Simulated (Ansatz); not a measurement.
# Rh: the cost of one run

Program: Ansatz 0.2.0. Level of theory: DFT LDA, scalar-relativistic, plane waves, PAW. These are calculated values, not measurements.

3 further runs of the same task are left out: 1 that didn't finish, 2 set aside as unsound or not needed.

## (1) The structure to begin with

The structure is cubic, space group Fm-3m (No. 225). Conventional cell: a = 3.757 Å, b = 3.757 Å, c = 3.757 Å, α = 90.00°, β = 90.00°, γ = 90.00°. Around Rh (site symmetry m-3m) lie 12 Rh at 2.66 Å.

Coordinates:

```
CELL_PARAMETERS angstrom
0.00000 1.87873 1.87873
1.87873 0.00000 1.87873
1.87873 1.87873 0.00000
ATOMIC_POSITIONS crystal
Rh 0.00000 0.00000 0.00000
```

This cell was relaxed beforehand with the same method: volume 13.26 Å³/atom, gap on the mesh none (metal).

## (2) Phonons at rest

input.yaml reads:

```yaml
crystal:
  lattice:
    - [0.0, 1.8787345472, 1.8787345472]
    - [1.8787345472, 0.0, 1.8787345472]
    - [1.8787345472, 1.8787345472, 0.0]
  atoms:
    - { symbol: Rh, position: [0.0, 0.0, 0.0] }
basis:
  ecutwfc: 420
kpoints:
  mp_grid: { grid: [20, 20, 20] }
hamiltonian:
  xc: lda
scf:
  occupations: { method: fermi_dirac, width: 0.15 }
output:
  eigenvalues: true
phonons:
  method: dfpt
  eigenvectors: true
  qmesh: [2, 2, 2]
  temperatures: { t_max: 1000, t_step: 100 }
  qpath:
    path:
      - [[0.0, 0.0, 0.0], [0.5, 0.0, 0.5], [0.625, 0.25, 0.625]]
      - [[0.375, 0.375, 0.75], [0.0, 0.0, 0.0], [0.5, 0.5, 0.5], [0.5, 0.25, 0.75], [0.5, 0.0, 0.5]]
    npoints: 8
```

The run is started by

```sh
$ ansatz run input.yaml --threads 1 --pin off --max-ram 3072MiB --backend cpu --events-out ev --progress --plain --runs-dir out
```

Q: Estimate wall time and peak memory on 1 thread of Intel Xeon Platinum 8259CL at 2.50GHz (Skylake/Cascade Lake), shared host.

About 85 s, with a peak of 1.2 GiB.
